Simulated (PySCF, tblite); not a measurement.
**C5H14NPSSi: geometry, infrared bands and NMR shifts**

Aim: predict the infrared bands and NMR shifts of C5H14NPSSi (`CP1(=N[SiH3])CCSCC1`).

The runs use tblite 0.8.0 and PySCF 2.14.0, with density-fitted response routines of our own; the level of theory stands in each step. All values are computed, except where a source is named. Atoms count from 0, in the outputs and in this text.

**1. The starting structure**

23 atoms, charge 0, multiplicity 1; geometry from: force field or distance geometry start.

Bonds of the start (Å): C0–P1 1.83, P1–N2 1.59, N2–Si3 1.75, P1–C4 1.82, C4–C5 1.50, C5–S6 1.82, S6–C7 1.79, C7–C8 1.49, C8–P1 1.76, C0–H9 1.10, C0–H10 1.12, C0–H11 1.09, Si3–H12 1.46, Si3–H13 1.47, Si3–H14 1.49, C4–H15 1.12, C4–H16 1.10, C5–H17 1.10, C5–H18 1.11, C7–H19 1.12, C7–H20 1.11, C8–H21 1.12, C8–H22 1.10.

**2. Geometry optimisation with GFN2-xTB**

Job settings and geometry (Å):

```
{"job": {"kind": "relax", "xc": "GFN2-xTB", "basis": "xTB"}, "charge": 0, "multiplicity": 1}
C      1.117700    -1.589800    -0.764400
P      0.195800    -0.134800    -0.134000
N      1.194000     1.001900     0.351700
Si     2.939800     0.873500     0.282300
C     -0.648100    -0.742200     1.356000
C     -1.850100     0.080900     1.727200
S     -2.976900    -0.064300     0.301500
C     -2.226300     0.918300    -0.990300
C     -0.849500     0.525400    -1.392200
H      1.881600    -1.834700    -0.008900
H      0.394200    -2.449900    -0.730800
H      1.495100    -1.434800    -1.773900
H      3.392700    -0.456000    -0.119600
H      3.551100     1.842300    -0.643500
H      3.556800     1.149600     1.608900
H     -1.029600    -1.760200     1.100300
H      0.078700    -0.884900     2.170600
H     -1.569200     1.125000     1.905200
H     -2.279300    -0.342900     2.655100
H     -2.876200     0.868600    -1.899800
H     -2.204700     1.983000    -0.663600
H     -0.363600     1.466900    -1.766400
H     -0.928900    -0.113900    -2.288400
```

Launch:

```bash
$ OMP_NUM_THREADS=1 python probes_run.py task.json out
```

One launch serves the whole session: the jobs run in the order shown.

**Question.** This job is followed by: GFN2-xTB harmonic vibrations, gas phase; GIAO PBE0/pcSseg-1 NMR shielding, non-relativistic, gas phase. Predict these results of the whole session: strongest single infrared mode (GFN2-xTB); zero-point energy (GFN2-xTB); ¹³C shifts against TMS (PBE0/pcSseg-1, means over atoms taken as alike); ¹H shifts against TMS (PBE0/pcSseg-1, means over atoms taken as alike); ³¹P shifts against H3PO4 (PBE0/pcSseg-1); ¹⁵N shifts against NH3 (PBE0/pcSseg-1); ²⁹Si shifts against TMS (PBE0/pcSseg-1); ³³S shifts against CS2 (PBE0/pcSseg-1).

**Answer**, as computed:

```
                                                               quantity                                   value
                              strongest single infrared mode (GFN2-xTB)                   2138 cm⁻¹, 429 km/mol
                                           zero-point energy (GFN2-xTB)                          110.8 kcal/mol
¹³C shifts against TMS (PBE0/pcSseg-1, means over atoms taken as alike)                    37.1, 30.7, 20.4 ppm
 ¹H shifts against TMS (PBE0/pcSseg-1, means over atoms taken as alike)  4.92, 3.71, 2.50, 2.07, 1.60, 1.33 ppm
                               ³¹P shifts against H3PO4 (PBE0/pcSseg-1)                               -14.7 ppm
                                 ¹⁵N shifts against NH3 (PBE0/pcSseg-1)                                33.4 ppm
                                ²⁹Si shifts against TMS (PBE0/pcSseg-1)                               -71.0 ppm
                                 ³³S shifts against CS2 (PBE0/pcSseg-1)                                  27 ppm
```

**Reading.** The optimisation took 136 steps and gained 1.170 eV; among the close pairs (by a distance rule), P1–C8 changed most, from 1.764 to 1.833 Å. All 63 modes are real, so the xTB geometry is a minimum. The strongest single mode, at 2138 cm⁻¹, moves mainly H14. Unscaled tight-binding wavenumbers are off by several per cent, some by more. Its intensities can rank the bands wrongly.
